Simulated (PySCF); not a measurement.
# C5H6AlBr: excited states, first hyperpolarisability

What do calculations give for the excited states, first hyperpolarisability of C5H6AlBr (`C#[C][Al]([Br])[CH]1CC1`)?

Computed with PySCF 2.14.0 and routines of our own; the level stands in each step. Atoms count from 0.

### 1 The system as given

13 atoms, charge 0, multiplicity 1; geometry from: GFN2-xTB.

### 2 Excited states: TDA wB97X-D/aug-cc-pVDZ

The job: settings as JSON, then the geometry in Å.

```
{"job": {"kind": "states", "xc": "wB97X-D", "basis": "aug-cc-pVDZ", "tda": true, "soc": true, "nstates": 5, "ntriplets": 4, "nquad": 4}, "charge": 0, "multiplicity": 1}
C     -2.142747    -1.622608     1.724546
C     -1.799741    -0.745926     0.962787
Al    -1.334221     0.704772    -0.235423
Br    -2.973654     2.154950    -0.802100
C      0.498130     0.907194    -0.930499
C      1.245319    -0.388375    -1.202038
C      1.603129     0.416853    -0.009456
H     -2.428354    -2.392912     2.386419
H      0.800863     1.732024    -1.581112
H      0.727605    -1.325762    -1.037187
H      1.932474    -0.416261    -2.035463
H      1.325437     0.023841     0.961229
H      2.541371     0.952697    -0.005347
```

Level: TDA wB97X-D/aug-cc-pVDZ excited states, vertical, gas phase, spin-orbit mean-field couplings.

On the command line:

```bash
OMP_NUM_THREADS=1 python excited_run.py task.json out
```

This one command runs all jobs of the session in turn.

Log:

```text
coarse grid: 54416 points
cycle   1  E = -3010.6386666315  dE = -8.767e-02  |g| = 3.782e-01  |ddm| = 1.569e+01
cycle   2  E = -3010.6705437576  dE = -3.188e-02  |g| = 2.497e-01  |ddm| = 3.103e+00
cycle   3  E = -3010.6871083756  dE = -1.656e-02  |g| = 5.500e-02  |ddm| = 9.475e-01
cycle   4  E = -3010.6876416908  dE = -5.333e-04  |g| = 3.767e-02  |ddm| = 3.124e-01
cycle   5  E = -3010.6880137478  dE = -3.721e-04  |g| = 5.980e-03  |ddm| = 1.418e-01
cycle   6  E = -3010.6880248900  dE = -1.114e-05  |g| = 2.228e-03  |ddm| = 3.652e-02
cycle   7  E = -3010.6880265514  dE = -1.661e-06  |g| = 3.514e-04  |ddm| = 1.167e-02
final grid: 113240 points
cycle   8  E = -3010.6875222712  dE = -1.829e-06  |g| = 6.029e-04  |ddm| = 4.536e-02
cycle   9  E = -3010.6875223468  dE = -7.564e-08  |g| = 4.476e-04  |ddm| = 6.372e-03
cycle  10  E = -3010.6875223978  dE = -5.097e-08  |g| = 1.051e-04  |ddm| = 1.649e-03
cycle  11  E = -3010.6875224010  dE = -3.197e-09  |g| = 7.112e-05  |ddm| = 6.468e-04
cycle  12  E = -3010.6875224026  dE = -1.577e-09  |g| = 1.755e-05  |ddm| = 2.300e-04
cycle  13  E = -3010.6875224028  dE = -2.010e-10  |g| = 5.022e-06  |ddm| = 1.006e-04
converged SCF energy = -3010.6875224028

Singlet excitations
state   eV       nm        f     d(h-e)  d(exc)  Lambda  PR(NTO)  |dmu|/D   mu/D   main configurations
  1   5.3953   229.8   0.00007   0.760   2.736   0.358   1.049    2.560    4.014   H-1->L 0.69, H-4->L 0.09, H->L 0.08
  2   5.5698   222.6   0.00127   1.007   3.290   0.356   1.045    3.487    4.505   H->L 0.85
  3   5.8970   210.2   0.02371   0.786   2.667   0.483   1.764    2.577    3.810   H-2->L 0.54
  4   6.3305   195.9   0.00012   0.150   2.475   0.286   1.298    0.443    1.957   H-2->L+7 0.21, H-2->L+6 0.16, H-2->L+9 0.10
  5   6.4436   192.4   0.00030   1.116   3.170   0.376   1.343                     H-4->L 0.70, H-1->L 0.08

Triplet excitations (Tamm-Dancoff)
state   eV     d(h-e)  d(exc)  Lambda  PR(NTO)   main configurations
  1   4.8034   0.510   2.334   0.500   1.300   H-2->L 0.51
  2   5.0993   0.646   2.555   0.352   1.154   H-1->L 0.63, H-4->L 0.09
  3   5.3246   1.117   3.204   0.355   1.050   H->L 0.86
  4   5.4395   0.283   2.237   0.390   1.308   H-1->L+7 0.21, H-1->L+6 0.15, H-1->L+9 0.10
S1 - T1 = 0.5920 eV

Spin-orbit couplings |<S|Hso|T>| (cm-1)
             T1       T2       T3       T4
S0        2.835   57.370  235.068   16.551
S1        6.000    5.054  103.827   34.626
S2       63.264  103.974   27.705   43.287
S3        0.197   51.164  100.705    0.317
S4       49.240   38.779  114.935   47.359
S5       74.758  101.714  265.660   43.812
T1 sublevels (cm-1): 0.000 0.547 0.650   radiative rates (1/s): 48.2 0.81 75.7
```

It took 64 s on 1 thread of Arm Neoverse V1, shared host; peak memory 1.1 GiB.

In short:

```
  quantity    value
S1 less T1  0.59 eV
```

### 3 First hyperpolarisability: quadratic response CAM-B3LYP/aug-cc-pVDZ

Settings changed since step 2:

```diff
@@ -1,2 +1,2 @@
-{"job": {"kind": "states", "xc": "wB97X-D", "basis": "aug-cc-pVDZ", "tda": true, "soc": true, "nstates": 5, "ntriplets": 4, "nquad": 4}, "charge": 0, "multiplicity": 1}
+{"job": {"kind": "beta", "xc": "CAM-B3LYP", "basis": "aug-cc-pVDZ", "wavelengths": [1064, 800]}, "charge": 0, "multiplicity": 1}
 C     -2.142747    -1.622608     1.724546
```

Method: quadratic response CAM-B3LYP/aug-cc-pVDZ first hyperpolarisability, Taylor convention, gas phase.

Log:

```text
coarse grid: 54416 points
cycle   1  E = -3010.6628000952  dE = -1.157e-01  |g| = 3.994e-01  |ddm| = 1.821e+01
cycle   2  E = -3010.6855394686  dE = -2.274e-02  |g| = 3.234e-01  |ddm| = 3.541e+00
cycle   3  E = -3010.7138705755  dE = -2.833e-02  |g| = 6.082e-02  |ddm| = 1.127e+00
cycle   4  E = -3010.7143994464  dE = -5.289e-04  |g| = 4.298e-02  |ddm| = 3.342e-01
cycle   5  E = -3010.7148731992  dE = -4.738e-04  |g| = 7.509e-03  |ddm| = 1.359e-01
cycle   6  E = -3010.7148875670  dE = -1.437e-05  |g| = 2.544e-03  |ddm| = 3.281e-02
cycle   7  E = -3010.7148893839  dE = -1.817e-06  |g| = 2.908e-04  |ddm| = 1.099e-02
final grid: 113240 points
cycle   8  E = -3010.7148748411  dE = -5.774e-08  |g| = 2.606e-04  |ddm| = 9.302e-03
cycle   9  E = -3010.7148748421  dE = -9.622e-10  |g| = 2.846e-04  |ddm| = 1.834e-03
cycle  10  E = -3010.7148748637  dE = -2.160e-08  |g| = 3.480e-05  |ddm| = 8.212e-04
cycle  11  E = -3010.7148748642  dE = -4.798e-10  |g| = 2.589e-05  |ddm| = 1.457e-04
converged SCF energy = -3010.7148748642

Lowest singlets (eV, f): 5.3093 0.0000  5.4938 0.0006  5.8066 0.0247

First hyperpolarisability (au)
process     nm      |vector|   parallel      HRS      DR
static         -      136.75      79.96      74.08   2.792
shg       1064.0      164.05      95.72      89.13   2.777
eope      1064.0      145.08      84.77          -       -
shg        800.0      190.72     111.14     104.13   2.759
eope       800.0      151.98      88.75          -       -
```

It took 61 s on 1 thread of Arm Neoverse V1, shared host; peak memory 1.2 GiB.

### 4 Results

| quantity | value |
| --- | --- |
| S1 less T1 (step 2, TDA wB97X-D/aug-cc-pVDZ) | 0.59 eV |
| β vector (step 3, quadratic response CAM-B3LYP/aug-cc-pVDZ) | static 137, SHG 1064.0 nm 164, SHG 800.0 nm 191 au |

**Reading.** Scalar relativity is left out for the heavy atoms. In step 2, the number of triplets below S1 is 3, and the largest singlet-triplet spin-orbit coupling is S5–T3, 265.66 cm⁻¹. Steps that list no spin-orbit terms leave them out, which matters at and beside the heavy atoms. β grows from 137 au (static) to 191 au for doubling at 800.0 nm: normal dispersion, which grows as twice the photon energy moves toward the bright states. The geometry comes from tight binding, which is rough for metal atoms, and these values hang on it.
